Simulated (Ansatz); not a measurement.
# Si3Ge3N8: the band gap up the ladder of functionals

The task here is to estimate one member of a computed series from the others.

Program: Ansatz 0.2.0. PAW datasets, plane waves. The cell comes from a prototype generator: it can be a known phase or a hypothetical one. Spin polarisation is off.

## The structure to begin with

The cell was relaxed beforehand with r2SCAN.

The symmetry is Pm (No. 6, monoclinic); conventional cell a = 7.809 Å, b = 2.992 Å, c = 7.835 Å, β = 119.9°, 11.34 Å³ an atom. Around Si lie 4 N at 1.73–1.78 Å; around Si lie 4 N at 1.74–1.78 Å; around Ge lie 4 N at 1.81–1.83 Å; around Si lie 4 N at 1.74–1.77 Å; around Ge lie 4 N at 1.80–1.82 Å.

Structure file:

```
CELL_PARAMETERS angstrom
7.83467 0.00000 -0.01587
0.00000 2.99250 0.00000
-3.93108 0.00000 6.77894
ATOMIC_POSITIONS crystal
Si 0.59436 0.50000 0.82946
Si 0.82728 0.00000 0.22977
Ge 0.76521 0.00000 0.59534
Si 0.22916 0.50000 0.40677
Ge 0.17598 0.50000 0.76241
Ge 0.40441 0.00000 0.17635
N 0.34178 0.50000 0.66321
N 0.67308 0.00000 0.33007
N 0.69924 0.50000 0.68093
N 0.66836 0.00000 0.97073
N 0.02919 0.00000 0.69118
N 0.96929 0.50000 0.29700
N 0.29538 0.00000 0.33775
N 0.32727 0.50000 0.02902
```

Set-up of the first run:

The input, input.yaml:

```yaml
crystal:
  lattice:
    - [7.8346660087, 0.0, -0.0158661128]
    - [0.0, 2.9924985948, 0.0]
    - [-3.9310754419, 0.0, 6.7789435678]
  atoms:
    - { symbol: Si, position: [0.5943617098, 0.5, 0.8294587466] }
    - { symbol: Si, position: [0.8272751922, 0.0, 0.2297734864] }
    - { symbol: Ge, position: [0.7652077216, 0.0, 0.595343493] }
    - { symbol: Si, position: [0.2291583778, 0.5, 0.4067722915] }
    - { symbol: Ge, position: [0.1759837114, 0.5, 0.7624093264] }
    - { symbol: Ge, position: [0.4044069793, 0.0, 0.1763548815] }
    - { symbol: "N", position: [0.3417831691, 0.5, 0.6632128064] }
    - { symbol: "N", position: [0.6730836965, 0.0, 0.3300715627] }
    - { symbol: "N", position: [0.6992418834, 0.5, 0.680926442] }
    - { symbol: "N", position: [0.6683606389, 0.0, 0.9707313222] }
    - { symbol: "N", position: [0.0291941515, 0.0, 0.6911784236] }
    - { symbol: "N", position: [0.9692925532, 0.5, 0.2969987481] }
    - { symbol: "N", position: [0.2953841051, 0.0, 0.3377524294] }
    - { symbol: "N", position: [0.3272661102, 0.5, 0.0290160403] }
kpoints:
  mp_grid: { grid: [4, 8, 4] }
  band_path:
    path:
      - [0.0, 0.0, 0.0]
      - [0.0, 0.5, 0.0]
      - [0.5, 0.5, -0.5]
      - [0.5, 0.0, -0.5]
      - [0.0, 0.0, 0.0]
      - [0.5, 0.0, -1.114552290763e-16]
      - [0.5, 0.5, -1.114552290763e-16]
      - [0.0, 0.5, 0.0]
      - [2.79584895938e-17, 0.5, 0.5]
      - [2.79584895938e-17, 0.0, 0.5]
      - [0.0, 0.0, 0.0]
    npoints: 10
hamiltonian:
  xc: pbe
scf:
  occupations: { method: fermi_dirac, width: 0.02 }
  n_extra_bands: 7
output:
  forces: true
  stress: true
  eigenvalues: true
  write_density: true
  write_potential: true
  elf: true
  volumetric_format: npy
```

Among the steps run: PBE bands along the symmetry lines; r2SCAN; HSE06 at the same geometry; PBE+SOC; PBE0 at the same geometry.

One table of the session follows, with a row left open; its other results are not shown here.

```
  level  gap (eV)
    PBE      3.38
 r2SCAN      3.90
  HSE06      4.91
PBE+SOC      3.38
   PBE0         ?
```

**Question.** Estimate the row for PBE0.

As computed: gap (eV): 5.66. In the column «gap (eV)» it is the highest.

Meshes: PBE 4×8×4, r2SCAN 4×8×4, HSE06 2×6×2, PBE+SOC 4×8×4, PBE0 2×6×2

The gap runs from 3.38 eV (PBE) to 5.66 eV (PBE0). Against HSE06, PBE is short by 1.53 eV, at 69 % of it, and r2SCAN 79 %. PBE0 lies 0.75 eV above HSE06, which differs from it by screening the long-range exchange.

Limits of these values: Warnings in the runs' records: stress scf threshold loose, stress exchange threshold loose.
